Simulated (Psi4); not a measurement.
# PBE0/6-31+G(d) (spherical functions) run of AlCl2F (SMILES [F][Al]([Cl])[Cl])

Aim: the energy of AlCl2F. 

The calculation is run with Psi4 1.11.

2 further runs of the same task are left out: 2 set aside as unsound or not needed.

### Step 1. Starting point

AlCl2F: 4 atoms, total charge 0, spin state singlet. SMILES: `[F][Al]([Cl])[Cl]`. Geometry: a GFN2-xTB relaxation, a rough one for these elements and not checked as a minimum.

Bond lengths: Al1–Cl2 2.019 Å, Al1–Cl3 2.019 Å, Al1–F4 1.655 Å. Angles: Cl2–Al1–Cl3 127.3°, Cl2–Al1–F4 116.4°, Cl3–Al1–F4 116.4°.

### Step 2. A single-point energy at PBE0/6-31+G(d) (spherical functions)

job.json

```json
{
 "schema_name": "qcschema_input",
 "schema_version": 1,
 "molecule": {
  "schema_name": "qcschema_molecule",
  "schema_version": 2,
  "symbols": ["Al", "Cl", "Cl", "F"],
  "geometry": [-0.03341036, -0.05576582, -5.669e-05, 3.76987134, -0.35247172, 0.0269097, -2.10071405, 3.14987109, -0.03068915, -1.63574693, -2.74163356, 0.00383614],
  "molecular_charge": 0,
  "molecular_multiplicity": 1,
  "fix_symmetry": "c1"
 },
 "driver": "energy",
 "model": {
  "method": "pbe0",
  "basis": "6-31+G*"
 },
 "keywords": {
  "reference": "rks",
  "puream": true,
  "e_convergence": 1e-09,
  "d_convergence": 1e-08,
  "scf_type": "pk",
  "dft_radial_points": 99,
  "dft_spherical_points": 590,
  "scf_properties": ["QUADRUPOLE", "MAYER_INDICES", "MULLIKEN_CHARGES"]
 }
}
```

Started as:

```console
$ psi4 --qcschema job.json -n 1 --memory 1600MB
```

stdout:

```text
[...]
  Running in c1 symmetry.
[...]
  Nuclear repulsion =  247.327666126931831
[...]
  Multiplicity = 1
[...]
  Nalpha       = 28
  Nbeta        = 28
[...]
    Number of basis functions: 84
[...]
   @RKS iter   1: -1262.20878053830666   -2.99200e-01   6.39970e-03 DIIS/ADIIS
[...]
   @RKS iter  10: -1262.32468241203969   -7.73070e-12   4.52667e-09 DIIS
[...]
    Orbital Energies [Eh]
    ---------------------
    Doubly Occupied:
       1A   -101.720242     2A   -101.720222     3A    -56.249384
       4A    -24.773003     5A     -9.551476     6A     -9.551452
       7A     -7.283224     8A     -7.283195     9A     -7.279133
      10A     -7.279107    11A     -7.278324    12A     -7.278300
      13A     -4.271842    14A     -2.804701    15A     -2.800408
      16A     -2.799730    17A     -1.198025    18A     -0.876389
      19A     -0.865006    20A     -0.510273    21A     -0.454307
      22A     -0.453581    23A     -0.445735    24A     -0.414742
      25A     -0.386188    26A     -0.382204    27A     -0.373181
      28A     -0.361779
[...]
  @RKS Final Energy: -1262.32468241203969
   => Energetics <=
    Nuclear Repulsion Energy =            247.3276661269318311
    One-Electron Energy =               -2240.4160488150801029
    Two-Electron Energy =                 795.1847120306011902
    DFT Exchange-Correlation Energy =     -64.4210117544927527
    Empirical Dispersion Energy =           0.0000000000000000
    VV10 Nonlocal Energy =                  0.0000000000000000
    Total Energy =                      -1262.3246824120399197
[...]
 Multipole Moments:
 ------------------------------------------------------------------------------------
     Multipole            Electronic (a.u.)      Nuclear  (a.u.)        Total (a.u.)
 ------------------------------------------------------------------------------------
 L = 1.  Multiply by 2.5417464519 to convert [e a0] to [Debye]
 Dipole X            :         -0.2889854            0.4703374            0.1813520
 Dipole Y            :         -0.4835201            0.7882877            0.3047675
 Dipole Z            :          0.0004564           -0.0010839           -0.0006275
 Magnitude           :                                                    0.3546438
 L = 2.  Multiply by 1.3450342976 to convert [e a0^2] to [Debye ang]
 Quadrupole XX       :       -371.5175437          337.6025908          -33.9149528
 Quadrupole XY       :         99.2182546          -99.9156435           -0.6973889
[...]
  Mulliken Charges: (a.u.)
   Center  Symbol    Alpha    Beta     Spin     Total
       1    AL     6.12714  6.12714  0.00000  0.74573
       2    CL     8.59594  8.59594  0.00000 -0.19188
       3    CL     8.59588  8.59588  0.00000 -0.19176
       4     F     4.68105  4.68105  0.00000 -0.36209
   Total alpha = 28.00000, Total beta = 28.00000, Total charge =  0.00000
  Mayer Bond Indices:
[...]
```

The result, in JSON:

```text
{
 "driver": "energy",
 "model": {
  "method": "pbe0",
  "basis": "6-31+G*"
 },
 "success": true,
 "return_result": -1262.3246824120397,
 "properties": {
  "calcinfo_nbasis": 84,
  "calcinfo_nmo": 84,
  "calcinfo_nalpha": 28,
  "calcinfo_nbeta": 28,
  "calcinfo_natom": 4,
  "nuclear_repulsion_energy": 247.32766612693183,
  "return_energy": -1262.3246824120397,
  "scf_one_electron_energy": -2240.41604881508,
  "scf_two_electron_energy": 795.1847120306012,
  "scf_xc_energy": -64.42101175449275,
  "scf_dipole_moment": [0.18135203658924937, 0.3047675179804561, -0.0006275004656533592],
  "scf_total_energy": -1262.3246824120397,
  "scf_iterations": 10
 }
}
```

It took 8.4 s on 1 thread of Intel Xeon Platinum 8488C (Sapphire Rapids), shared host; peak memory 0.74 GiB.

### Step 3. Summary of results

Level: PBE0/6-31+G* (spherical functions).

| quantity | value |
| --- | --- |
| total energy | -1262.32468 Eh |
| dipole moment | 0.90 D |
| HOMO energy | -9.84 eV |
| LUMO energy | -1.49 eV |
| HOMO–LUMO gap | 8.35 eV |

**Reading.** Mulliken charges run from -0.36 on F4 to +0.75 on Al1; in a basis this large or diffuse they mean little.
